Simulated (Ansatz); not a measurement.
CHFNSi, SMILES N#C[SiH]F, a comparison of dispersion corrections

Program: Ansatz 0.2.0 through its Python package.

Input file `chfnsi.xyz`:
```text
5

N     1.39480   -1.22110    1.45150
C     0.74340   -0.61390    0.61900
Si   -0.20820    0.31210   -0.73430
F    -1.56350   -0.30580   -0.93730
H    -0.31660    1.75510   -0.44030
```

At the Python prompt:
```pycon
>>> import ansatz
>>> chfnsi = ansatz.Crystal.molecule_from_extxyz('chfnsi.xyz')
>>> job = chfnsi.calculation()
>>> job = job.basis(gaussian='def2-SVP').spin('collinear', total=1)
>>> for name in ['b3lyp', 'blyp']:
...     for correction in ('d3bj', 'd4'):
...         data = job.functional(name, dispersion=correction).run(threads=1).report
...         print(f'{name:8s} {correction:5s} total {data["free_energy_ev"]:.5f} eV, of which dispersion {1000 * data["dispersion"]["energy"]["ev"]:.2f} meV')
...
b3lyp    d3bj  total -13130.69243 eV, of which dispersion -167.65 meV
b3lyp    d4    total -13130.67338 eV, of which dispersion -148.59 meV
blyp     d3bj  total -13129.50445 eV, of which dispersion -203.44 meV
blyp     d4    total -13129.50403 eV, of which dispersion -203.03 meV
```

What to keep in mind:
- Total energies depend on the basis set; only differences at equal settings carry meaning.
- The geometry is a force-field or estimated start, not a minimum of this method, and the basis set is short of its limit. D4 holds the three-body term, and d3bj doesn't.
- The run takes the species as open-shell (spin multiplicity 2), which needn't be its ground state.
- b3lyp holds the VWN-RPA fit, as in Gaussian; the form of ORCA and Turbomole is b3lyp5.
- Wall time of the script: 7.5 s on 1 thread of Arm Neoverse V2, on a shared host, peak memory 0.2 GiB.
